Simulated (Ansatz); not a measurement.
**C₃H₆BNO: up Jacob's ladder to CCSD(T)**

One table from this session's results is given with a row withheld; the runs are named, their logs left out.

Method: functionals in def2-TZVPP, the program's frozen cores in correlated methods; program: Ansatz 0.2.0, Gaussian basis.

The runs, in order: LDA (SPW92), PBE-D4, revPBE-D4, BLYP-D4, r2SCAN-D4, B97M-V, PBE0-D4, B3LYP-D4, r2SCANh-D4, r2SCAN0-D4, HSE06-D4, BHLYP-D4, CAM-B3LYP-D4, LC-ωPBE, ωB97X-V, ωB97M-V, B2PLYP, PBE-QIDH; CCSD(T)/def2-SVP; CCSD(T)/def2-TZVPP; MP2/def2-QZVPP; extrapolation to the limit; RPA on PBE.

**The geometry**

The geometry comes from an earlier relaxation with PBE0-D4 in a triple-zeta def2 set; it is a stationary point, not always the lowest conformer.

SMILES `BC(=C=N)OC`, 12 atoms, charge 0, spin multiplicity 1.

Atoms are counted from 1 here; the program's logs count them from 0.

Bond lengths: B1–C2 1.508 Å, B1–H7 1.195 Å, B1–H8 1.194 Å, C2–C3 1.338 Å, C2–O5 1.369 Å, C3–N4 1.211 Å, N4–H9 1.018 Å, O5–C6 1.406 Å, C6–H10 1.089 Å, C6–H11 1.098 Å, C6–H12 1.097 Å. Angles: C2–B1–H7 120.0°, C2–B1–H8 118.5°, H7–B1–H8 121.5°, B1–C2–C3 114.6°, B1–C2–O5 122.3°, C3–C2–O5 123.0°, C2–C3–N4 172.7°, C3–N4–H9 118.7°, C2–O5–C6 115.5°, O5–C6–H10 106.9°, O5–C6–H11 111.3°, O5–C6–H12 111.4°, H10–C6–H11 109.1°, H10–C6–H12 109.4°, H11–C6–H12 108.8°.

Coordinates:

```xyz
12
C3H6BNO
B    -0.1867   -1.2997   -1.6743
C     0.0275   -0.3552   -0.5188
C    -0.7344   -0.6032    0.5523
N    -1.3479   -0.9624    1.5323
O     0.9074    0.6919   -0.5829
C     1.0326    1.4496    0.5949
H     0.4254   -1.1500   -2.6893
H    -0.9754   -2.1875   -1.5466
H    -2.2948   -0.6161    1.6695
H     1.7702    2.2252    0.3953
H     0.0794    1.9214    0.8681
H     1.3736    0.8307    1.4336
```

Set-up of the first run:

Contents of in.yaml:

```yaml
crystal:
  periodic: [false, false, false]
  atoms:
    - {symbol: B, position_ang: [-0.186704, -1.299709, -1.674347]}
    - {symbol: C, position_ang: [0.027475, -0.355154, -0.518821]}
    - {symbol: C, position_ang: [-0.734413, -0.603181, 0.552266]}
    - {symbol: N, position_ang: [-1.347855, -0.962402, 1.532293]}
    - {symbol: O, position_ang: [0.907400, 0.691889, -0.582935]}
    - {symbol: C, position_ang: [1.032576, 1.449621, 0.594944]}
    - {symbol: H, position_ang: [0.425433, -1.150027, -2.689298]}
    - {symbol: H, position_ang: [-0.975421, -2.187480, -1.546587]}
    - {symbol: H, position_ang: [-2.294752, -0.616124, 1.669521]}
    - {symbol: H, position_ang: [1.770216, 2.225151, 0.395332]}
    - {symbol: H, position_ang: [0.079390, 1.921444, 0.868060]}
    - {symbol: H, position_ang: [1.373556, 0.830673, 1.433572]}
basis:
  gaussian: {orbitals: def2-TZVPP}
hamiltonian: {xc: lda}
output: {orbitals: {seedname: orbitals}}
```

On the command line:

```bash
$ ansatz run in.yaml --threads 4 --pin off --events-out ev --progress --plain --max-ram 10444MiB
```

Among the steps run: LDA; PBE-D4 (GGA); revPBE-D4 (GGA); BLYP-D4 (GGA); r2SCAN-D4 (meta-GGA); B97M-V (meta-GGA); B3LYP-D4 (hybrid); r2SCANh-D4 (hybrid); r2SCAN0-D4 (hybrid); HSE06-D4 (hybrid); BHLYP-D4 (hybrid); CAM-B3LYP-D4 (range-separated); LC-ωPBE (range-separated); ωB97X-V (range-separated); ωB97M-V (range-separated); B2PLYP (double hybrid); PBE-QIDH (double hybrid).

One table of the session follows, with a row left open; its other results are not shown here.

It belongs to the step «Orbital energies across the functionals». 

| functional | HOMO (eV) | LUMO (eV) | gap (eV) |
| --- | --- | --- | --- |
| LDA (SPW92) | -5.55 | -2.62 | 2.93 |
| PBE-D4 | -5.38 | -2.38 | 3.00 |
| revPBE-D4 | -5.31 | -2.29 | 3.03 |
| BLYP-D4 | -5.25 | -2.24 | 3.01 |
| r2SCAN-D4 | -5.55 | -2.12 | 3.43 |
| B97M-V | ? | ? | ? |
| PBE0-D4 | -6.52 | -1.50 | 5.01 |
| B3LYP-D4 | -6.32 | -1.71 | 4.61 |
| r2SCANh-D4 | -5.99 | -1.81 | 4.18 |
| r2SCAN0-D4 | -6.65 | -1.34 | 5.31 |
| HSE06-D4 | -6.12 | -1.88 | 4.24 |
| BHLYP-D4 | -7.56 | -0.52 | 7.03 |
| CAM-B3LYP-D4 | -7.76 | -0.46 | 7.31 |
| LC-ωPBE | -8.97 | 0.65 | 9.63 |
| ωB97X-V | -8.68 | 0.60 | 9.28 |
| ωB97M-V | -8.63 | 0.42 | 9.05 |

Q: Estimate the row for B97M-V from the others.

As computed: HOMO (eV): -5.65; LUMO (eV): -2.15; gap (eV): 3.49. In the column «HOMO (eV)» it lies between r2SCANh-D4 (-5.99) and LDA (SPW92) (-5.55).
